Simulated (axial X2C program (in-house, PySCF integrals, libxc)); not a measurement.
**ClCoCl: bond lengths and stretches, held linear**

The task here is to estimate one member of a computed series from the others.

The runs use an in-house X2C program for linear molecules on PySCF integrals; all-electron X2C, two-component (2c) or spin-free, Cl dyall-av3z, Co dyall-v3z.

All values are calculated.

2 further runs of the same task are left out: 2 set aside as unsound or not needed.

Set-up of the first run:

task.json reads:

```json
{"zs": [17, 27, 17], "q": 0, "bas": ["dyall-av3z", "dyall-v3z", "dyall-av3z"], "r0": [2.1, 2.1], "symm": 1, "scan": ["PBE0", "HF", "BHandHLYP"], "levels": ["PBE0", "HF", "TPSSh"], "nst": 2}
```

Keys: zs atomic numbers; q charge; bas basis sets; r0 starting distance in Å; symm equal bonds; scan levels of the two-bond scan (MP2 follows by itself at each HF point); levels methods; nst determinants followed.

On the command line:

```
$ python solin.py task.json out
```

Masses Cl 34.969, Co 58.933, Cl 34.969 u.

Among the steps run: Scan at PBE0, 2c; Scan at HF, 2c; Scan at BHandHLYP, 2c.

One of the session's tables, all rows but one given; the rest of the session is left out.

```
               level  r(Cl–Co) (Å)  r(Co–Cl) (Å)  lower stretch (cm⁻¹)  upper stretch (cm⁻¹)
            PBE0, 2c         2.082         2.082                 357.1                 518.6
              HF, 2c         2.171         2.171                 331.6                 485.0
       BHandHLYP, 2c         2.114         2.114                 350.9                 512.0
             MP2, 2c         2.095         2.095                 353.7                 524.3
     PBE0, spin-free         2.081         2.081                 357.3                 519.0
       HF, spin-free             ?             ?                     ?                     ?
BHandHLYP, spin-free         2.114         2.114                 351.1                 512.5
      MP2, spin-free         2.094         2.094                 354.0                 524.7
```

Estimate the missing values for HF, spin-free.

The run gave: r(Cl–Co) (Å): 2.171; r(Co–Cl) (Å): 2.171; lower stretch (cm⁻¹): 331.9; upper stretch (cm⁻¹): 485.5.

Scans not shown above were run alike.

To keep in mind: The molecule was held linear; bending was not examined, so a bent shape may lie lower. Note: functional without a current term on a determinant with orbital currents, of the molecule or an atom.
